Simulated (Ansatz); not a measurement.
# C₂H₇BSi: a ladder of functionals and wavefunction methods

An exercise on one series of results from a longer session: the logs are not shown, and one member is left open.

Program: Ansatz 0.2.0, Gaussian basis. Level of theory: functionals in def2-TZVPP, the program's frozen cores in correlated methods. These are calculated values, not measurements.

The runs, in order: LDA (SPW92), PBE-D4, revPBE-D4, BLYP-D4, r2SCAN-D4, B97M-V, PBE0-D4, B3LYP-D4, r2SCANh-D4, r2SCAN0-D4, HSE06-D4, BHLYP-D4, CAM-B3LYP-D4, LC-ωPBE, ωB97X-V, ωB97M-V, B2PLYP, PBE-QIDH; CCSD(T)/def2-SVP; CCSD(T)/def2-TZVPP; MP2/def2-QZVPP; extrapolation to the limit; RPA on PBE.

### Structure used throughout

An earlier PBE0-D4 in a triple-zeta def2 set relaxation fixed the geometry.

SMILES `C=CB[SiH3]`, 11 atoms, charge 0, spin multiplicity 1.

Atoms are counted from 1 here; the program's logs count them from 0.

Bond lengths: C1–C2 1.340 Å, C1–H5 1.087 Å, C1–H6 1.086 Å, C2–B3 1.536 Å, C2–H7 1.089 Å, B3–Si4 2.018 Å, B3–H8 1.200 Å, Si4–H9 1.494 Å, Si4–H10 1.488 Å, Si4–H11 1.494 Å. Angles: C2–C1–H5 122.8°, C2–C1–H6 120.6°, H5–C1–H6 116.5°, C1–C2–B3 120.5°, C1–C2–H7 117.4°, B3–C2–H7 122.0°, C2–B3–Si4 121.9°, C2–B3–H8 116.8°, Si4–B3–H8 121.2°, B3–Si4–H9 109.9°, B3–Si4–H10 114.7°, B3–Si4–H11 109.7°, H9–Si4–H10 107.8°, H9–Si4–H11 106.6°, H10–Si4–H11 107.8°.

Set-up of the first run:

in.yaml

```yaml
crystal:
  periodic: [false, false, false]
  atoms:
    - {symbol: C, position_ang: [0.182816, 2.266009, -0.209622]}
    - {symbol: C, position_ang: [0.187147, 1.037789, 0.326649]}
    - {symbol: B, position_ang: [-0.150831, -0.189972, -0.531923]}
    - {symbol: Si, position_ang: [-0.140646, -2.059141, 0.227453]}
    - {symbol: H, position_ang: [0.421376, 3.159809, 0.361871]}
    - {symbol: H, position_ang: [-0.062837, 2.411053, -1.257704]}
    - {symbol: H, position_ang: [0.442139, 0.951817, 1.382093]}
    - {symbol: H, position_ang: [-0.424051, 0.012966, -1.682730]}
    - {symbol: H, position_ang: [1.200324, -2.363998, 0.810527]}
    - {symbol: H, position_ang: [-0.464895, -3.130667, -0.753109]}
    - {symbol: H, position_ang: [-1.125245, -2.152564, 1.347098]}
basis:
  gaussian: {orbitals: def2-TZVPP}
hamiltonian: {xc: lda}
output: {orbitals: {seedname: orbitals}}
```

The run is started by

```console
> ansatz run in.yaml --threads 2 --pin off --events-out ev --progress --plain --max-ram 4352MiB
```

Among the steps run: LDA; PBE-D4 (GGA); revPBE-D4 (GGA); BLYP-D4 (GGA); r2SCAN-D4 (meta-GGA); B97M-V (meta-GGA); PBE0-D4 (hybrid); B3LYP-D4 (hybrid); r2SCANh-D4 (hybrid); r2SCAN0-D4 (hybrid); HSE06-D4 (hybrid); BHLYP-D4 (hybrid); CAM-B3LYP-D4 (range-separated); LC-ωPBE (range-separated); ωB97X-V (range-separated); ωB97M-V (range-separated); B2PLYP (double hybrid); PBE-QIDH (double hybrid).

One of the session's tables, all rows but one given; the rest of the session is left out.

It belongs to the step «Orbital energies across the functionals». 

```
  functional  HOMO (eV)  LUMO (eV)  gap (eV)
 LDA (SPW92)      -6.83      -3.68      3.15
      PBE-D4      -6.76      -3.44      3.32
   revPBE-D4      -6.72      -3.34      3.38
     BLYP-D4      -6.65      -3.25      3.40
   r2SCAN-D4          ?          ?         ?
      B97M-V      -7.12      -3.24      3.88
     PBE0-D4      -7.99      -2.49      5.50
    B3LYP-D4      -7.80      -2.66      5.14
  r2SCANh-D4      -7.47      -2.87      4.60
  r2SCAN0-D4      -8.16      -2.37      5.79
    HSE06-D4      -7.59      -2.87      4.72
    BHLYP-D4      -9.16      -1.39      7.77
CAM-B3LYP-D4      -9.37      -1.34      8.03
     LC-ωPBE     -10.74      -0.25     10.49
     ωB97X-V     -10.38      -0.31     10.07
     ωB97M-V     -10.17      -0.49      9.69
```

**Question.** Estimate the row for r2SCAN-D4.

Worked estimate for «HOMO (eV)». Against the share of exact exchange, r2SCANh-D4 (0.1, -7.47), r2SCAN0-D4 (0.25, -8.16) give a slope of -4.60 per unit share; at 0 the line stands at -7.01.

As computed: HOMO (eV): -7.02; LUMO (eV): -3.21; gap (eV): 3.81. In «HOMO (eV)» the line misses by +0.01.
